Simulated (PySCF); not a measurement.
# B2H2F4 (SMILES F[BH-]1[F+][BH-](F)[F+]1) at SVWN5/STO-3G

What is the vertical ionisation energy of B2H2F4 at SVWN5/STO-3G? Input form: a Python script.

The results are computed with PySCF 2.14.0.

## Step 1: The structure to begin with

The species is B2H2F4 (8 atoms), meant as a singlet with charge 0. SMILES: `F[BH-]1[F+][BH-](F)[F+]1`. The coordinates come from a GFN2-xTB relaxation.

Bond lengths: F1–B2 1.318 Å, B2–F3 1.527 Å, F3–B4 1.527 Å, B4–F5 1.318 Å, B2–F6 1.530 Å, B4–F6 1.528 Å, B2–H7 1.171 Å, B4–H8 1.170 Å. Some angles: F1–B2–F3 108.6°, F1–B2–F6 108.6°, F3–B2–F6 86.7°, B2–F3–B4 93.4°, F3–B4–F5 108.6°, F3–B4–F6 86.7°, F5–B4–F6 108.5°, B2–F6–B4 93.2°, F1–B2–H7 120.9°, F3–B2–H7 113.5°.

## Step 2: The energy at SVWN5/STO-3G

The input, job.py:

```python
from pyscf import gto, dft

mol = gto.M(
    atom='''
F        1.043360      -1.440940       1.042990
B        0.990580      -0.282590       0.417020
F        0.244640      -0.475210      -0.901740
B       -0.990130       0.281940      -0.417440
F       -1.044440       1.440610      -1.043620
F       -0.245370       0.477470       0.902280
H        1.942170       0.392310       0.320140
H       -1.940820      -0.393590      -0.319620
''',
    verbose=4,
    basis='sto-3g',
    charge=0,
    max_memory=1860,
)

calc0 = dft.RKS(mol)
calc0.xc = 'svwn'
calc0.grids.level = 4
calc0.conv_tol = 1e-10
calc0.kernel()
if not calc0.converged:
    calc0 = calc0.newton().run(calc0.mo_coeff, calc0.mo_occ)

energy = calc0.e_tot
print('Final energy', energy)
```

Launch:

```bash
$ OMP_NUM_THREADS=1 python job.py
```

The program printed:

```text
PySCF version 2.14.0

[INPUT] num. atoms = 8
[INPUT] num. electrons = 48
[INPUT] charge = 0
[INPUT] spin (= nelec alpha-beta = 2S) = 0
[INPUT] symmetry False subgroup None
[INPUT] Mole.unit = angstrom
[INPUT] Symbol           X                Y                Z      unit          X                Y                Z       unit  Magmom
[INPUT]  1 F      1.043360000000  -1.440940000000   1.042990000000 AA    1.971664649326  -2.722981961931   1.970965450660 Bohr   0.0
[INPUT]  2 B      0.990580000000  -0.282590000000   0.417020000000 AA    1.871924904472  -0.534017705541   0.788053588466 Bohr   0.0
[INPUT]  3 F      0.244640000000  -0.475210000000  -0.901740000000 AA    0.462302599114  -0.898016751655  -1.704041635565 Bohr   0.0
[INPUT]  4 B     -0.990130000000   0.281940000000  -0.417440000000 AA   -1.871074527716   0.532789383560  -0.788847273438 Bohr   0.0
[INPUT]  5 F     -1.044440000000   1.440610000000  -1.043620000000 AA   -1.973705553541   2.722358352310  -1.972155978119 Bohr   0.0
[INPUT]  6 F     -0.245370000000   0.477470000000   0.902280000000 AA   -0.463682099185   0.902287532696   1.705062087673 Bohr   0.0
[INPUT]  7 H      1.942170000000   0.392310000000   0.320140000000 AA    3.670169387347   0.741358455928   0.604976921518 Bohr   0.0
[INPUT]  8 H     -1.940820000000  -0.393590000000  -0.319620000000 AA   -3.667618257078  -0.743777305368  -0.603994263933 Bohr   0.0

nuclear repulsion = 246.983005064335
number of shells = 20
number of NR pGTOs = 96
number of NR cGTOs = 32
basis = sto-3g
ecp = {}

******** <class 'pyscf.dft.rks.RKS'> ********
method = RKS
initial guess = minao
damping factor = 0
level_shift factor = 0
DIIS = <class 'pyscf.scf.diis.CDIIS'>
diis_start_cycle = 1
diis_space = 8
diis_damp = 0
SCF conv_tol = 1e-10
SCF conv_tol_grad = None
SCF max_cycles = 50
direct_scf = True
direct_scf_tol = 1e-13
XC library pyscf.dft.libxc version 7.0.0
    S. Lehtola, C. Steigemann, M. J.T. Oliveira, and M. A.L. Marques.,  SoftwareX 7, 1–5 (2018)
XC functionals = svwn
    P. A. M. Dirac.,  Math. Proc. Cambridge Philos. Soc. 26, 376 (1930)
    F. Bloch.,  Z. Phys. 57, 545 (1929)
    S. H. Vosko, L. Wilk, and M. Nusair.,  Can. J. Phys. 58, 1200 (1980)
radial grids:
    Treutler-Ahlrichs [JCP 102, 346 (1995); DOI:10.1063/1.469408] (M4) radial grids

becke partition: Becke, JCP 88, 2547 (1988); DOI:10.1063/1.454033
pruning grids: <function nwchem_prune>
grids dens level: 4
symmetrized grids: False
atomic radii adjust function: <function treutler_atomic_radii_adjust>
small_rho_cutoff = 0
Set gradient conv threshold to 1e-05
Initial guess from minao.
tot grids = 202968
init E= -441.590267659178
  HOMO = -0.373056937178411  LUMO = 0.0215532084762156  gap/eV = 10.73789
cycle= 1 E= -440.837187815626  delta_E= 0.753  |g|= 0.617  |ddm|= 3.47
  HOMO = -0.075900129687381  LUMO = 0.130995803440489  gap/eV = 5.62993
cycle= 2 E= -440.571055985999  delta_E= 0.266  |g|= 1.23  |ddm|= 2.18
  HOMO = -0.157272830581891  LUMO = 0.155149735199777  gap/eV = 8.50145
cycle= 3 E= -440.958340793165  delta_E= -0.387  |g|= 0.197  |ddm|= 1.42
  HOMO = -0.15251999398462  LUMO = 0.155239097121254  gap/eV = 8.37455
cycle= 4 E= -440.969861675278  delta_E= -0.0115  |g|= 0.0454  |ddm|= 0.303
  HOMO = -0.155932813631766  LUMO = 0.155750388190156  gap/eV = 8.48133
cycle= 5 E= -440.970509199109  delta_E= -0.000648  |g|= 0.00236  |ddm|= 0.0577
  HOMO = -0.156199856627132  LUMO = 0.15567487419077  gap/eV = 8.48654
cycle= 6 E= -440.970511006064  delta_E= -1.81e-06  |g|= 0.00041  |ddm|= 0.00328
  HOMO = -0.15620530714256  LUMO = 0.155700313698053  gap/eV = 8.48738
cycle= 7 E= -440.970511054314  delta_E= -4.83e-08  |g|= 0.000143  |ddm|= 0.000701
  HOMO = -0.156199306629654  LUMO = 0.155710000590539  gap/eV = 8.48748
cycle= 8 E= -440.970511060763  delta_E= -6.45e-09  |g|= 2.14e-05  |ddm|= 0.000199
  HOMO = -0.156197906247749  LUMO = 0.155709484637653  gap/eV = 8.48743
cycle= 9 E= -440.970511060912  delta_E= -1.49e-10  |g|= 1.02e-06  |ddm|= 2.84e-05
  HOMO = -0.156197896511482  LUMO = 0.155709464837735  gap/eV = 8.48743
cycle= 10 E= -440.970511060912  delta_E=    0  |g|= 4.91e-07  |ddm|= 1.57e-06
  HOMO = -0.156197831131864  LUMO = 0.155709446758823  gap/eV = 8.48743
Extra cycle  E= -440.970511060912  delta_E= 2.27e-13  |g|= 8e-07  |ddm|= 1.75e-06
converged SCF energy = -440.970511060912
Final energy -440.97051106091203
```

Run time: 3.9 s. Hardware: 1 thread of Arm Neoverse V1, shared host; peak memory 0.15 GiB.

## Step 3: The doublet cation, same level

The input, run.py:

```python
from pyscf import gto, dft

molecule = gto.M(
    atom='''
F    1.043360  -1.440940   1.042990
B    0.990580  -0.282590   0.417020
F    0.244640  -0.475210  -0.901740
B   -0.990130   0.281940  -0.417440
F   -1.044440   1.440610  -1.043620
F   -0.245370   0.477470   0.902280
H    1.942170   0.392310   0.320140
H   -1.940820  -0.393590  -0.319620
''',
    max_memory=1860,
    spin=1,
    verbose=3,
    basis='sto-3g',
    charge=1,
)

mf = dft.UKS(molecule)
mf.xc = 'svwn'
mf.conv_tol = 1e-10
mf.grids.level = 4
mf.kernel()
if not mf.converged:
    mf = mf.newton().run(mf.mo_coeff, mf.mo_occ)

energy = mf.e_tot
print('Final energy', energy)
```

Launch:

```bash
$ OMP_NUM_THREADS=1 python run.py
```

The program printed:

```text
converged SCF energy = -440.661492680098  <S^2> = 0.75095478  2S+1 = 2.0009545
Final energy -440.6614926800979
```

It took 7.2 s on 1 thread of Arm Neoverse V1, shared host; peak memory 0.17 GiB.

## Step 4: Summary of results

At SVWN5/STO-3G:

| quantity | value |
| --- | --- |
| singlet B2H2F4: total energy | -440.97051 Eh |
| singlet B2H2F4: dipole moment | 0.01 D |
| singlet B2H2F4: HOMO energy | -4.25 eV |
| singlet B2H2F4: LUMO energy | 4.24 eV |
| singlet B2H2F4: HOMO–LUMO gap | 8.49 eV |
| doublet cation: total energy | -440.66149 Eh |
| doublet cation: HOMO energy (highest over α and β) | -13.05 eV |
| doublet cation: LUMO energy (lowest over α and β) | -12.49 eV |
| doublet cation: ⟨S²⟩ | 0.751 |
| vertical ionisation energy (to the doublet cation) | 8.409 eV |

In words: Removing an electron at fixed nuclei costs 8.41 eV (194 kcal/mol). The negative HOMO energy of the first species, 4.25 eV, lies 4.16 eV below that difference. In a minimal basis such a difference can be off by several eV, whatever the method. Mulliken charges (singlet B2H2F4) run from -0.09 on F5 to +0.17 on B2. Mulliken charges (doublet cation) run from +0.05 on F3 to +0.25 on B2; they depend strongly on the basis.
